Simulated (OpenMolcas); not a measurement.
# Cr²⁺ among point charges: CASSCF and CASPT2 levels and susceptibility

How does a field of 8 point charges split the states of Cr²⁺, and what χT follows?

The numbers are computed with OpenMolcas 26.06 (state-averaged CASSCF and CASPT2, spin-orbit coupling by RASSI with atomic mean-field integrals), except any that are marked as measured or tabulated.

**1. The atom as given**

| Item | Value |
| --- | --- |
| Species | Cr²⁺ (chromium, Z = 24, 22 electrons) |
| Basis | ANO-RCC-VDZP [5s4p2d1f], 34 functions |
| Scalar Hamiltonian | DKH2, point nucleus |
| Inactive shells | 1s 2s 2p 3s 3p |
| Active space | 4 electrons in 5 orbitals (3d) |
| Some configurations of this space | 3d⁴ |
| Orbitals | optimised for each spin and parity, averaged over all roots |

The outer shells:

3d4
```
3d [↑ ][↑ ][↑ ][↑ ][  ]
```

The ion sits among 8 point charges of -1.6 e arranged as a cube (Oh), 1.75 Å from the ion.

Each step is its own input file, run in one work folder so that later steps find the files of earlier ones. Labels, J, g values, rates, χT and fits are worked out afterwards by a script from the matrices that RASSI stores. The input lists half of the charges; inversion (Group=XYZ) makes the rest.

**2. Basis and integrals**

a.inp reads:

```
&GATEWAY
Coord
1

Cr 0.0 0.0 0.0
Basis=ANO-RCC-VDZP
Group=XYZ
NoMove
AngMom=0.0 0.0 0.0
AMFI
XField
4 Angstrom 0
1.010363 1.010363 1.010363 -1.600000
1.010363 1.010363 -1.010363 -1.600000
1.010363 -1.010363 1.010363 -1.600000
1.010363 -1.010363 -1.010363 -1.600000
&SEWARD
```

Launch:

```
$ OMP_NUM_THREADS=1 MOLCAS_MEM=1689 MOLCAS_PROJECT=a pymolcas a.inp > a.log
```

**3. Reference wave functions, quintets of even parity, 5 roots**

a.inp reads:

```
&RASSCF
FileOrb=start.orb
Symmetry=1
Spin=5
nActEl=4 0 0
Inactive=3 6
Ras2=5 0
CIRoot=5 5 1
SDav=5
CIMx=300
Iter=120 100
PrWF=0.3
OrbListing=Nothing
MaxOrb=0
>>> COPY $Project.JobIph JOB001
```

start.orb holds the contracted functions of the basis, ordered by shell, or the orbitals of the step before.

**4. CASSCF: triplets of even parity, 45 roots**

a.inp reads:

```
&RASSCF
FileOrb=start.orb
Symmetry=1
Spin=3
nActEl=4 0 0
Inactive=3 6
Ras2=5 0
CIRoot=45 45 1
SDav=45
CIMx=300
Iter=120 100
PrWF=0.3
OrbListing=Nothing
MaxOrb=0
>>> COPY $Project.JobIph JOB002
```

**5. CASSCF: singlets of even parity, 50 roots**

a.inp reads:

```
&RASSCF
FileOrb=start.orb
Symmetry=1
Spin=1
nActEl=4 0 0
Inactive=3 6
Ras2=5 0
CIRoot=50 50 1
SDav=50
CIMx=300
Iter=120 100
PrWF=0.3
OrbListing=Nothing
MaxOrb=0
>>> COPY $Project.JobIph JOB003
```

**6. State interaction with spin-orbit coupling**

a.inp reads:

```
&RASSI
NrOfJobIphs=3 5 45 50
1 2 3 4 5
1 2 3 4 5 6 7 8 9 10 11 12 13 14 15 16 17 18 19 20 21 22 23 24 25 26 27
28 29 30 31 32 33 34 35 36 37 38 39 40 41 42 43 44 45
1 2 3 4 5 6 7 8 9 10 11 12 13 14 15 16 17 18 19 20 21 22 23 24 25 26 27
28 29 30 31 32 33 34 35 36 37 38 39 40 41 42 43 44 45 46 47 48 49 50
IphNames
JOB001
JOB002
JOB003
EJob
SpinOrbit
DIPRint=1.0
SOCoupling=1000.0
Subsets=2
Property=9
'ANGMOM' 1 'ANGMOM' 2 'ANGMOM' 3 'MLTPL  1' 1 'MLTPL  1' 2 'MLTPL  1' 3
'AMFI' 1 'AMFI' 2 'AMFI' 3
SOProperty=3
'ANGMOM' 1 'ANGMOM' 2 'ANGMOM' 3
```

**7. CASPT2: IPEA 0.25, imaginary shift 0.1 (closed shells correlated: 3s 3p)**

a.inp reads:

```
>>> COPY JOB001 $Project.JobIph
&CASPT2
Multistate=5 1 2 3 4 5
NoMult
Frozen=2 3
IPEA=0.25
Imaginary=0.1
MaxIter=60
WThr=0.0 0.3 0.05
PrWF=0.5
NoMix
>>> COPY JOB002 $Project.JobIph
&CASPT2
Multistate=45 1 2 3 4 5 6 7 8 9 10 11 12 13 14 15 16 17 18 19 20 21 22
23 24 25 26 27 28 29 30 31 32 33 34 35 36 37 38 39 40 41 42 43 44 45
NoMult
Frozen=2 3
IPEA=0.25
Imaginary=0.1
MaxIter=60
WThr=0.0 0.3 0.05
PrWF=0.5
NoMix
>>> COPY JOB003 $Project.JobIph
&CASPT2
Multistate=50 1 2 3 4 5 6 7 8 9 10 11 12 13 14 15 16 17 18 19 20 21 22
23 24 25 26 27 28 29 30 31 32 33 34 35 36 37 38 39 40 41 42 43 44 45 46
47 48 49 50
NoMult
Frozen=2 3
IPEA=0.25
Imaginary=0.1
MaxIter=60
WThr=0.0 0.3 0.05
PrWF=0.5
NoMix
```

(Steps that only read results are left out.)

What does the calculation give? Wanted: spin-free ground state; first state of the same spin within the active space; lowest level; next level.

As calculated:

| quantity | value |
| --- | --- |
| method | SS-CASPT2, IPEA 0.25, imaginary shift 0.1 (closed shells correlated: 3s 3p) |
| spin-free ground state | 5T2, 3-fold in its orbital part |
| first state of the same spin within the active space | 5E at 12100 cm⁻¹ |
| lowest level | 1-fold A1 |
| next level | 11.3 cm⁻¹ |
| χT at 300 K | 2.62 cm³ K/mol |
| effective moment at 300 K | 4.58 μB |

Cost by method:

| method | time of its own steps | time with the reference |
| --- | --- | --- |
| A. CASSCF | 36 s | 36 s |
| B. SS-CASPT2, IPEA 0.25, imaginary shift 0.1, +3s 3p | 12 s | 48 s |

Times are of one thread on a shared host.

What this shows: The spin-free ground state (5T2) comes to 100 % from free-ion D terms and keeps the highest spin of the shell. χT at 300 K is 2.62, against 3.01 cm³ K/mol for the spin alone, so spin-orbit coupling lowers it. An active space of the d shell alone favours high spin; real ions in strong fields can be low spin. A ligand-field fit to the states below 45000 cm-1 gives 10Dq = -11915 cm-1, B = 761 cm-1 and C = 3342 cm-1 (C/B = 4.39), with a deviation of 642 cm-1. CASPT2 does not keep the components of a term degenerate, and the means are used. The field of point charges can differ much from that of real complexes. With metal d orbitals alone active, the gaps between spin states are rough; where two lie within a few thousand cm-1, their order is open. This is an electrostatic model: the charges have no orbitals.
